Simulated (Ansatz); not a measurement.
# Ti31NiC32: the cost of one run

Method: DFT PBE, scalar-relativistic, plane waves, PAW, in Ansatz 0.2.0.

## 1. Starting point

Symmetry: Pm-3m, No. 221, cubic system. The conventional cell has a = 8.666 Å, b = 8.666 Å, c = 8.666 Å, α = 90.00°, β = 90.00°, γ = 90.00°. Ni (site symmetry m-3m) is surrounded by 6 C at 2.17 Å. Ti (site symmetry 4/mmm) is surrounded by 6 C at 2.17 Å. Ti (site symmetry m-3m) has 6 C at 2.17 Å as nearest neighbours. Ti (site symmetry mm2) has 6 C at 2.17 Å as nearest neighbours. C (site symmetry 4mm) has 1 Ni at 2.17 Å and 5 Ti at 2.17 Å as nearest neighbours. C (site symmetry mm2) has 6 Ti at 2.17 Å as nearest neighbours. Only part of the 10 independent sites is listed.

As a file:

```
CELL_PARAMETERS angstrom
8.66600 0.00000 0.00000
0.00000 8.66600 0.00000
0.00000 0.00000 8.66600
ATOMIC_POSITIONS crystal
Ni 0.00000 0.00000 0.00000
Ti 0.00000 0.00000 0.50000
Ti 0.00000 0.50000 0.00000
Ti 0.00000 0.50000 0.50000
Ti 0.50000 0.00000 0.00000
Ti 0.50000 0.00000 0.50000
Ti 0.50000 0.50000 0.00000
Ti 0.50000 0.50000 0.50000
Ti 0.00000 0.25000 0.25000
Ti 0.00000 0.25000 0.75000
Ti 0.00000 0.75000 0.25000
Ti 0.00000 0.75000 0.75000
Ti 0.50000 0.25000 0.25000
Ti 0.50000 0.25000 0.75000
Ti 0.50000 0.75000 0.25000
Ti 0.50000 0.75000 0.75000
Ti 0.25000 0.00000 0.25000
Ti 0.25000 0.00000 0.75000
Ti 0.25000 0.50000 0.25000
Ti 0.25000 0.50000 0.75000
Ti 0.75000 0.00000 0.25000
Ti 0.75000 0.00000 0.75000
Ti 0.75000 0.50000 0.25000
Ti 0.75000 0.50000 0.75000
Ti 0.25000 0.25000 0.00000
Ti 0.25000 0.25000 0.50000
Ti 0.25000 0.75000 0.00000
Ti 0.25000 0.75000 0.50000
Ti 0.75000 0.25000 0.00000
Ti 0.75000 0.25000 0.50000
Ti 0.75000 0.75000 0.00000
Ti 0.75000 0.75000 0.50000
C 0.25000 0.00000 0.00000
C 0.25000 0.00000 0.50000
C 0.25000 0.50000 0.00000
C 0.25000 0.50000 0.50000
C 0.75000 0.00000 0.00000
C 0.75000 0.00000 0.50000
C 0.75000 0.50000 0.00000
C 0.75000 0.50000 0.50000
C 0.25000 0.25000 0.25000
C 0.25000 0.25000 0.75000
C 0.25000 0.75000 0.25000
C 0.25000 0.75000 0.75000
C 0.75000 0.25000 0.25000
C 0.75000 0.25000 0.75000
C 0.75000 0.75000 0.25000
C 0.75000 0.75000 0.75000
C 0.00000 0.00000 0.25000
C 0.00000 0.00000 0.75000
C 0.00000 0.50000 0.25000
C 0.00000 0.50000 0.75000
C 0.50000 0.00000 0.25000
C 0.50000 0.00000 0.75000
C 0.50000 0.50000 0.25000
C 0.50000 0.50000 0.75000
C 0.00000 0.25000 0.00000
C 0.00000 0.25000 0.50000
C 0.00000 0.75000 0.00000
C 0.00000 0.75000 0.50000
C 0.50000 0.25000 0.00000
C 0.50000 0.25000 0.50000
C 0.50000 0.75000 0.00000
C 0.50000 0.75000 0.50000
```

## 2. Relaxing the atoms: Ti31NiC32, no spin

File input.yaml:

```yaml
crystal:
  lattice:
    - [8.666, 0.0, 0.0]
    - [0.0, 8.666, 0.0]
    - [0.0, 0.0, 8.666]
  atoms:
    - { symbol: Ni, position: [0.0, 0.0, 0.0] }
    - { symbol: Ti, position: [0.0, 0.0, 0.5] }
    - { symbol: Ti, position: [0.0, 0.5, 0.0] }
    - { symbol: Ti, position: [0.0, 0.5, 0.5] }
    - { symbol: Ti, position: [0.5, 0.0, 0.0] }
    - { symbol: Ti, position: [0.5, 0.0, 0.5] }
    - { symbol: Ti, position: [0.5, 0.5, 0.0] }
    - { symbol: Ti, position: [0.5, 0.5, 0.5] }
    - { symbol: Ti, position: [0.0, 0.25, 0.25] }
    - { symbol: Ti, position: [0.0, 0.25, 0.75] }
    - { symbol: Ti, position: [0.0, 0.75, 0.25] }
    - { symbol: Ti, position: [0.0, 0.75, 0.75] }
    - { symbol: Ti, position: [0.5, 0.25, 0.25] }
    - { symbol: Ti, position: [0.5, 0.25, 0.75] }
    - { symbol: Ti, position: [0.5, 0.75, 0.25] }
    - { symbol: Ti, position: [0.5, 0.75, 0.75] }
    - { symbol: Ti, position: [0.25, 0.0, 0.25] }
    - { symbol: Ti, position: [0.25, 0.0, 0.75] }
    - { symbol: Ti, position: [0.25, 0.5, 0.25] }
    - { symbol: Ti, position: [0.25, 0.5, 0.75] }
    - { symbol: Ti, position: [0.75, 0.0, 0.25] }
    - { symbol: Ti, position: [0.75, 0.0, 0.75] }
    - { symbol: Ti, position: [0.75, 0.5, 0.25] }
    - { symbol: Ti, position: [0.75, 0.5, 0.75] }
    - { symbol: Ti, position: [0.25, 0.25, 0.0] }
    - { symbol: Ti, position: [0.25, 0.25, 0.5] }
    - { symbol: Ti, position: [0.25, 0.75, 0.0] }
    - { symbol: Ti, position: [0.25, 0.75, 0.5] }
    - { symbol: Ti, position: [0.75, 0.25, 0.0] }
    - { symbol: Ti, position: [0.75, 0.25, 0.5] }
    - { symbol: Ti, position: [0.75, 0.75, 0.0] }
    - { symbol: Ti, position: [0.75, 0.75, 0.5] }
    - { symbol: C, position: [0.25, 0.0, 0.0] }
    - { symbol: C, position: [0.25, 0.0, 0.5] }
    - { symbol: C, position: [0.25, 0.5, 0.0] }
    - { symbol: C, position: [0.25, 0.5, 0.5] }
    - { symbol: C, position: [0.75, 0.0, 0.0] }
    - { symbol: C, position: [0.75, 0.0, 0.5] }
    - { symbol: C, position: [0.75, 0.5, 0.0] }
    - { symbol: C, position: [0.75, 0.5, 0.5] }
    - { symbol: C, position: [0.25, 0.25, 0.25] }
    - { symbol: C, position: [0.25, 0.25, 0.75] }
    - { symbol: C, position: [0.25, 0.75, 0.25] }
    - { symbol: C, position: [0.25, 0.75, 0.75] }
    - { symbol: C, position: [0.75, 0.25, 0.25] }
    - { symbol: C, position: [0.75, 0.25, 0.75] }
    - { symbol: C, position: [0.75, 0.75, 0.25] }
    - { symbol: C, position: [0.75, 0.75, 0.75] }
    - { symbol: C, position: [0.0, 0.0, 0.25] }
    - { symbol: C, position: [0.0, 0.0, 0.75] }
    - { symbol: C, position: [0.0, 0.5, 0.25] }
    - { symbol: C, position: [0.0, 0.5, 0.75] }
    - { symbol: C, position: [0.5, 0.0, 0.25] }
    - { symbol: C, position: [0.5, 0.0, 0.75] }
    - { symbol: C, position: [0.5, 0.5, 0.25] }
    - { symbol: C, position: [0.5, 0.5, 0.75] }
    - { symbol: C, position: [0.0, 0.25, 0.0] }
    - { symbol: C, position: [0.0, 0.25, 0.5] }
    - { symbol: C, position: [0.0, 0.75, 0.0] }
    - { symbol: C, position: [0.0, 0.75, 0.5] }
    - { symbol: C, position: [0.5, 0.25, 0.0] }
    - { symbol: C, position: [0.5, 0.25, 0.5] }
    - { symbol: C, position: [0.5, 0.75, 0.0] }
    - { symbol: C, position: [0.5, 0.75, 0.5] }
scf:
  occupations: { method: methfessel_paxton, width: 0.1 }
output:
  forces: true
  stress: true
  eigenvalues: true
  write_density: true
  write_potential: true
  elf: true
  volumetric_format: npy
hamiltonian:
  xc: pbe
kpoints:
  mp_grid: { grid: [4, 4, 4] }
relax:
  f_tol: 0.02
  adjacent_minimum: "off"
  max_steps: 40
```

Launch:

```sh
$ ansatz run input.yaml --threads 8 --pin off --max-ram 40960MiB --backend cpu --events-out ev --progress --plain --runs-dir out
```

Q: Estimate wall time and peak memory on 8 threads of Intel Xeon Platinum 8375C at 2.90GHz (Ice Lake), shared host.

About 67 s, with a peak of 8.7 GiB.
